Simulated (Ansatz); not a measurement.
# AsGa: the cost of one run

Computed with Ansatz 0.2.0, Gaussian basis. Level: def2-QZVPP, all electrons in the functionals.

To be run: PBE, BLYP, r2SCAN, B97M-V, PBE0, B3LYP, at charge 0, triplet; charge 0, singlet; charge 0, quintet; charge 1, doublet; charge 1, quartet.

10 further runs of the same task are left out: 1 that didn't finish, 9 set aside as unsound or not needed.

## Step 1: The system

The geometry is a PBE0/def2-TZVP stationary point (not a proven minimum). No spin-orbit coupling is included. The filled d shell of Ga, As may be among the frozen orbitals whatever the setting's name suggests; the logs give the count.

2 atoms, charge 0, spin multiplicity 3.

Atoms are counted from 1 here; the program's logs count them from 0.

Bond lengths: Ga1–As2 2.327 Å.

No dispersion term is added; B97M-V holds VV10 nonlocal correlation. B3LYP takes the VWN-RPA correlation.

The geometry shown and the zero of energy belong to the point charge 0, triplet. The yardstick, RCCSD(T), and other wave-function levels (R restricted, U unrestricted, valence and pair active spaces) come from earlier runs.

## Step 2: PBE, charge 0, triplet

Input file in.yaml:

```yaml
crystal:
  periodic: [false, false, false]
  atoms:
    - {symbol: Ga, position_ang: [0.000000, 0.000000, 0.000000]}
    - {symbol: As, position_ang: [0.000000, 0.000000, 2.327300]}
basis:
  gaussian: {orbitals: "def2-QZVPP.json"}
magnetization: {spin_polarized: true, initial_magnetization: 2}
hamiltonian: {xc: {name: PBE}}
output: {orbitals: {seedname: orbitals}}
```

On the command line:

```bash
> ansatz run in.yaml --threads 1 --pin off --events-out ev --progress --plain --max-ram 2393MiB
```

What time and memory should one allow on 1 thread of Arm Neoverse V2, shared host?

About 29 s, with a peak of 0.42 GiB.
